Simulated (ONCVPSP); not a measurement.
**An ONCV potential for mercury, from input to tests**

Do these settings give a usable potential? It is generated, then checked for transferability, scattering, ghosts and hardness.

Program: ONCVPSP 4.0.1. Reference atom: LDA (Perdew-Wang 92), scalar-relativistic, spherical and spin-unpolarised. All values are calculated.

**1. Settings**

The settings as typed:

* element: mercury (Hg, Z = 80)
* type: optimised norm-conserving Vanderbilt (ONCV)
* frozen core: [Kr] 4d10 4f14
* valence charge: 20
* reference configuration: 5s2 5p6 5d10 (charge +2)
* partial waves: 5s: rc 1.50 bohr, ncon 4, nbas 8, qcut 10.6 1/bohr, 2 projectors, debl 2.2 Ha; 5p: rc 1.55 bohr, ncon 4, nbas 8, qcut 10.2 1/bohr, 2 projectors, debl 2.9 Ha; 5d: rc 1.25 bohr, ncon 4, nbas 8, qcut 7.1 1/bohr, 2 projectors, debl 2.4 Ha
* local potential: polynomial inside 1.25 bohr (lpopt 5, dvloc0 3 Ha)
* core correction: not asked for

The outer shells as boxes (Hund's rule for the drawing; the calculation is spin-unpolarised):

```
[Kr] core
4d [↑↓][↑↓][↑↓][↑↓][↑↓]
4f [↑↓][↑↓][↑↓][↑↓][↑↓][↑↓][↑↓]
5s [↑↓]
5p [↑↓][↑↓][↑↓]
5d [↑↓][↑↓][↑↓][↑↓][↑↓]
```

**2. Generating the potential**

Hg.dat

```
# ATOM AND REFERENCE CONFIGURATION
# atsym  z   nc   nv     iexc    psfile
  Hg 80.00   10    3  -001012      upf
#
#   n    l    f
    1    0    2.00
    2    0    2.00
    2    1    6.00
    3    0    2.00
    3    1    6.00
    3    2   10.00
    4    0    2.00
    4    1    6.00
    4    2   10.00
    4    3   14.00
    5    0    2.00
    5    1    6.00
    5    2   10.00
#
# PSEUDOPOTENTIAL AND OPTIMIZATION
# lmax
    2
#
#   l,   rc,      ep,       ncon, nbas, qcut
    0    1.50    0.00    4    8   10.60
    1    1.55    0.00    4    8   10.20
    2    1.25    0.00    4    8    7.10
#
# LOCAL POTENTIAL
# lloc, lpopt,  rc(5),   dvloc0
    4    5    1.25    3.00
#
# VANDERBILT-KLEINMAN-BYLANDER PROJECTORs
# l, nproj, debl
    0    2    2.20
    1    2    2.90
    2    2    2.40
#
# MODEL CORE CHARGE
# icmod, fcfact, rcfact
    0    0.00    0.00
#
# LOG DERIVATIVE ANALYSIS
# epsh1, epsh2, depsh
   -7.00    5.00    0.04
#
# OUTPUT GRID
# rlmax, drl
    6.00    0.01
#
# TEST CONFIGURATIONS
# ncnf
    4
# nvcnf
#   n    l    f
    4
    5    0    2.00
    5    1    6.00
    5    2   10.00
    6    0    2.00
#
    4
    5    0    2.00
    5    1    6.00
    5    2   10.00
    6    0    1.00
#
    3
    5    0    2.00
    5    1    6.00
    5    2    9.00
#
    4
    5    0    2.00
    5    1    6.00
    5    2   10.00
    6    1    2.00
#
```

The run is started by

```console
$ oncvpsp.x < Hg.dat > Hg.out
```

Before running it: what results should come out? Wanted: cutoffs for 1 and 0.1 mHa per electron, occupied waves; bound ghosts; GHOST(+) flags; largest test error; largest phase difference near zero energy, channels read; projector energies reset by the program.

The runs gave:

```
                                                quantity                                     value
  cutoffs for 1 and 0.1 mHa per electron, occupied waves                           34 Ha and 40 Ha
                                            bound ghosts                                none found
                                          GHOST(+) flags                               s at 368 eV
                            largest test error (AE − PS)             +12 meV, for 5s2 5p6 5d10 6s2
largest phase difference near zero energy, channels read                                 0.000 rad
                 projector energies reset by the program  s: -5.067, 0.050 Ha; p: -3.164, 0.250 Ha
```

By total energies transferability is good: the largest error is 12 meV on 30.4 eV, for 5s2 5p6 5d10 6s2. It counts as of middling hardness, with 34 Ha needed at the looser tolerance. The program's ghost test flags no bound state. Near zero energy the phases of the channels with partial waves agree within 0.001 rad. The program also flags highly localised states, GHOST(+) (s). Note that the frozen 4f shell (-116 eV) lies higher than the valence 5s shell (-138 eV). These are tests on the free atom; a crystal test is still owed.
